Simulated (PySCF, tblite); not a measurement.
**2,3,3-trimethylbutanenitrile (C₇H₁₃N): geometry, infrared bands, NMR shifts and electronic excitations**

What infrared bands, NMR shifts and electronic excitations should 2,3,3-trimethylbutanenitrile (C₇H₁₃N) (`C[C@H](C#N)C(C)(C)C`) show?

Programs: tblite 0.8.0 and PySCF 2.14.0, with density-fitted response routines of our own. Each step states its level of theory. These are calculated values for one molecule in the gas phase, unless marked as measured. Atoms count from 0, in the outputs and in this text.

**1. The starting structure**

21 atoms, charge 0, multiplicity 1; geometry from: force field or distance geometry start.

Bonds of the start (Å): C0–C1 1.55, C1–C2 1.49, C2–N3 1.16, C1–C4 1.57, C4–C5 1.53, C4–C6 1.55, C4–C7 1.54, C0–H8 1.09, C0–H9 1.10, C0–H10 1.09, C1–H11 1.09, C5–H12 1.09, C5–H13 1.10, C5–H14 1.09, C6–H15 1.08, C6–H16 1.10, C6–H17 1.09, C7–H18 1.10, C7–H19 1.09, C7–H20 1.09.

**2. Optimising the geometry with GFN2-xTB**

Job settings and geometry (Å):

```
{"job": {"kind": "relax", "xc": "GFN2-xTB", "basis": "xTB"}, "charge": 0, "multiplicity": 1}
C      1.758200    -0.740900    -0.965900
C      0.858100     0.456800    -0.586600
C      1.679100     1.392300     0.233700
N      2.304400     2.144000     0.850100
C     -0.478100     0.057000     0.143800
C     -0.246600    -0.671800     1.471200
C     -1.321600     1.326800     0.407600
C     -1.309600    -0.859400    -0.769700
H      2.659400    -0.394900    -1.478200
H      1.232000    -1.421100    -1.644200
H      2.075800    -1.309100    -0.091100
H      0.598700     0.966200    -1.509500
H      0.291200    -1.612500     1.341700
H      0.336100    -0.058000     2.173400
H     -1.197600    -0.905300     1.961000
H     -1.505000     1.886700    -0.499900
H     -2.298000     1.065500     0.838100
H     -0.834200     1.989200     1.125200
H     -2.306100    -1.049400    -0.335500
H     -1.461700    -0.411800    -1.755000
H     -0.843500    -1.833500    -0.910700
```

The run is started by

```
OMP_NUM_THREADS=1 python probes_run.py task.json out
```

This one command runs all jobs of the session in turn.

**Question.** This job is followed by: GFN2-xTB harmonic vibrations, gas phase; PBE0-D3(BJ)/def2-SVP geometry optimisation, gas phase; GIAO PBE0/pcSseg-1 NMR shielding, non-relativistic, gas phase; TDDFT CAM-B3LYP/def2-SVPD, vertical, gas phase, core orbitals frozen in the response; GIAO wB97X-D/pcSseg-1 NMR shielding, non-relativistic, gas phase. What will the session give for the following? strongest single infrared mode (GFN2-xTB); zero-point energy (GFN2-xTB); point group; rotational constants (main isotopes); 13C shifts against TMS (PBE0/pcSseg-1, means over atoms taken as alike); 1H shifts against TMS (PBE0/pcSseg-1, means over atoms taken as alike); 15N shifts against NH3 (PBE0/pcSseg-1); lowest singlet (CAM-B3LYP/def2-SVPD); brightest single state of those computed; lowest triplet; vertical ionisation energy (ΔSCF); range of the shift of N3.

The runs gave:

```
                                                               quantity                              value
                              strongest single infrared mode (GFN2-xTB)              2406 cm⁻¹, 185 km/mol
                                           zero-point energy (GFN2-xTB)                     115.9 kcal/mol
                                                            point group                                 C1
                                   rotational constants (main isotopes)               2.65, 1.69, 1.36 GHz
13C shifts against TMS (PBE0/pcSseg-1, means over atoms taken as alike)  127.7, 38.2, 33.6, 28.3, 14.7 ppm
 1H shifts against TMS (PBE0/pcSseg-1, means over atoms taken as alike)               1.91, 1.21, 1.03 ppm
                                 15N shifts against NH3 (PBE0/pcSseg-1)                          305.3 ppm
                                   lowest singlet (CAM-B3LYP/def2-SVPD)        7.66 eV (162 nm), f = 0.000
                               brightest single state of those computed        state 7, 9.29 eV, f = 0.075
                                                         lowest triplet                            6.32 eV
                                      vertical ionisation energy (ΔSCF)                           11.11 eV
                                               range of the shift of N3                 303.3 to 305.3 ppm
```

**Reading.** The optimisation took 52 steps and gained 0.120 eV; among the close pairs (by a distance rule), C1–C2 changed most, from 1.491 to 1.445 Å (GFN2-xTB). All 57 modes are real, so the xTB geometry is a minimum. The strongest single mode, at 2406 cm⁻¹, moves mainly C2 and N3. Unscaled tight-binding wavenumbers are off by several per cent, some by more. Its intensities can rank the bands wrongly. Over 3 steps the energy fell by 0.066 eV; of the close pairs, C1–C2 changed most, 1.445 to 1.465 Å (PBE0/def2-SVP). At PBE0/pcSseg-1: The widest tensor belongs to N3: span 501 ppm, with a paramagnetic part of -381 ppm. The lowest singlet, at 7.66 eV, is HOMO−1→LUMO+4 0.22, HOMO→LUMO+5 0.16 and is dark; of the 10 states computed, the strongest absorption comes from state 7 at 9.29 eV (the last state computed is bright too, and its partners may lie past the list). The lowest triplet lies 1.34 eV below the lowest singlet (triplets in Tamm-Dancoff, singlets in full TDDFT). The orbital energy would give 10.38 eV for ionisation, ΔSCF gives 11.11 eV. In ppm, N3 moves most: its shift spreads over 2.0 ppm, from 303.3 (wB97X-D/pcSseg-1) to 305.3 (PBE0/pcSseg-1). Most of that comes from the computed reference, not from the atom's own shielding.
